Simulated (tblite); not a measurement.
# C5H11OSi: the cost of one run

The runs use tblite 0.8.0 and PySCF 2.14.0, with density-fitted response routines of our own; the level of theory stands in each step. All values are computed, except where a source is named. Atoms count from 0, in the outputs and in this text.

## 1. The starting structure

18 atoms, charge 0, multiplicity 2; geometry from: force field or distance geometry start.

Bonds of the start (Å): C0–C1 1.32, C1–O2 1.41, O2–Si3 1.76, Si3–C4 1.84, C4–C5 1.51, C5–C6 1.53, C0–H7 1.08, C1–H8 1.07, Si3–H9 1.48, Si3–H10 1.46, C4–H11 1.12, C4–H12 1.13, C5–H13 1.12, C5–H14 1.09, C6–H15 1.12, C6–H16 1.09, C6–H17 1.11.

## 2. Relaxing the molecule with GFN2-xTB

The job: settings as JSON, then the geometry in Å.

```
{"job": {"kind": "relax", "xc": "GFN2-xTB", "basis": "xTB"}, "charge": 0, "multiplicity": 2}
C      3.464500     1.412700    -0.537300
C      2.544900     0.841400     0.211600
O      2.394700    -0.558600     0.288600
Si     0.995900    -1.314600    -0.465500
C     -0.483600    -0.341900     0.040800
C     -1.538400    -0.185900    -1.028700
C     -2.638700     0.660400    -0.382400
H      4.112000     0.795900    -1.134900
H      1.916600     1.469000     0.815700
H      0.891000    -2.711300     0.022900
H      1.263500    -1.337800    -1.904700
H     -0.198400     0.665700     0.426000
H     -0.948000    -0.867900     0.926100
H     -1.912300    -1.223400    -1.247700
H     -1.194400     0.242900    -1.971700
H     -3.110800    -0.002100     0.381700
H     -3.397100     0.937900    -1.118200
H     -2.170200     1.524000     0.136300
```

The run is started by

```bash
> OMP_NUM_THREADS=1 python probes_run.py task.json out
```

The driver reads the jobs from task.json and runs them one after another.

Q: Estimate the wall time and peak memory of this first job on 1 thread of Arm Neoverse V2, shared host.

About 1.2 s, with a peak of 0.18 GiB.
